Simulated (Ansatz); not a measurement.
# AlB₂H₄NO: up Jacob's ladder to CCSD(T)

One table from this session's results is given with a row withheld; the runs are named, their logs left out.

Program: Ansatz 0.2.0, Gaussian basis. Level of theory: functionals in def2-TZVPP, the program's frozen cores in correlated methods. These are calculated values, not measurements.

Levels to be run: LDA (SPW92), PBE-D4, revPBE-D4, BLYP-D4, r2SCAN-D4, B97M-V, PBE0-D4, B3LYP-D4, r2SCANh-D4, r2SCAN0-D4, HSE06-D4, BHLYP-D4, CAM-B3LYP-D4, LC-ωPBE, ωB97X-V, ωB97M-V, B2PLYP, PBE-QIDH; CCSD(T)/def2-SVP; CCSD(T)/def2-TZVPP; MP2/def2-QZVPP; extrapolation to the limit; RPA on PBE.

## Structure used throughout

All runs share one geometry, relaxed beforehand with PBE0-D4 in a triple-zeta def2 set.

SMILES `N[B]1[AlH][B]1O`, 9 atoms, charge 0, spin multiplicity 1.

Atoms are counted from 1 here; the program's logs count them from 0.

Bond lengths: N1–B2 1.374 Å, N1–H6 1.009 Å, N1–H7 1.009 Å, B2–Al3 2.026 Å, B2–B4 1.890 Å, Al3–B4 2.021 Å, Al3–H8 1.596 Å, B4–O5 1.334 Å, O5–H9 0.963 Å. Angles: B2–N1–H6 123.5°, B2–N1–H7 122.9°, H6–N1–H7 113.6°, N1–B2–Al3 166.3°, N1–B2–B4 123.0°, Al3–B2–B4 62.0°, B2–Al3–B4 55.7°, B2–Al3–H8 121.6°, B4–Al3–H8 123.0°, B2–B4–Al3 62.3°, B2–B4–O5 120.7°, Al3–B4–O5 166.8°, B4–O5–H9 113.9°.

Set-up of the first run:

in.yaml

```yaml
crystal:
  periodic: [false, false, false]
  atoms:
    - {symbol: N, position_ang: [1.035952, 0.533943, -1.351299]}
    - {symbol: B, position_ang: [0.334599, -0.390236, -0.615379]}
    - {symbol: Al, position_ang: [-1.019887, -1.711221, 0.109724]}
    - {symbol: B, position_ang: [-0.529831, 0.029920, 1.012144]}
    - {symbol: O, position_ang: [-0.482779, 1.267166, 1.508135]}
    - {symbol: H, position_ang: [1.639228, 1.230205, -0.940659]}
    - {symbol: H, position_ang: [0.985001, 0.585752, -2.357225]}
    - {symbol: H, position_ang: [-0.577907, -3.137020, 0.674358]}
    - {symbol: H, position_ang: [-1.295976, 1.545192, 1.943101]}
basis:
  gaussian: {orbitals: def2-TZVPP}
hamiltonian: {xc: lda}
output: {orbitals: {seedname: orbitals}}
```

Started as:

```console
> ansatz run in.yaml --threads 2 --pin off --events-out ev --progress --plain --max-ram 4352MiB
```

Among the steps run: LDA; PBE-D4 (GGA); revPBE-D4 (GGA); BLYP-D4 (GGA); r2SCAN-D4 (meta-GGA); B97M-V (meta-GGA); B3LYP-D4 (hybrid); r2SCANh-D4 (hybrid); r2SCAN0-D4 (hybrid); HSE06-D4 (hybrid); BHLYP-D4 (hybrid); CAM-B3LYP-D4 (range-separated); LC-ωPBE (range-separated); ωB97X-V (range-separated); ωB97M-V (range-separated); B2PLYP (double hybrid); PBE-QIDH (double hybrid).

One table of the session follows, with a row left open; its other results are not shown here.

It belongs to the step «Orbital energies across the functionals». 

```
  functional  HOMO (eV)  LUMO (eV)  gap (eV)
 LDA (SPW92)      -4.68      -2.98      1.70
      PBE-D4      -4.56      -2.79      1.77
   revPBE-D4      -4.51      -2.72      1.79
     BLYP-D4      -4.40      -2.59      1.81
   r2SCAN-D4          ?          ?         ?
      B97M-V      -4.70      -2.66      2.05
     PBE0-D4      -5.42      -1.98      3.45
    B3LYP-D4      -5.24      -2.10      3.14
  r2SCANh-D4      -5.01      -2.39      2.62
  r2SCAN0-D4      -5.50      -1.93      3.57
    HSE06-D4      -5.04      -2.35      2.68
    BHLYP-D4      -6.14      -0.99      5.16
CAM-B3LYP-D4      -6.53      -0.83      5.70
     LC-ωPBE      -7.71       0.15      7.86
     ωB97X-V      -7.44       0.12      7.56
     ωB97M-V      -7.27       0.03      7.30
```

**Question.** Estimate the row for r2SCAN-D4.

Worked estimate for «HOMO (eV)». Against the share of exact exchange, r2SCANh-D4 (0.1, -5.01), r2SCAN0-D4 (0.25, -5.50) give a slope of -3.27 per unit share; at 0 the line stands at -4.68.

**Answer.** HOMO (eV): -4.69; LUMO (eV): -2.70; gap (eV): 1.99. In «HOMO (eV)» the line misses by +0.01.
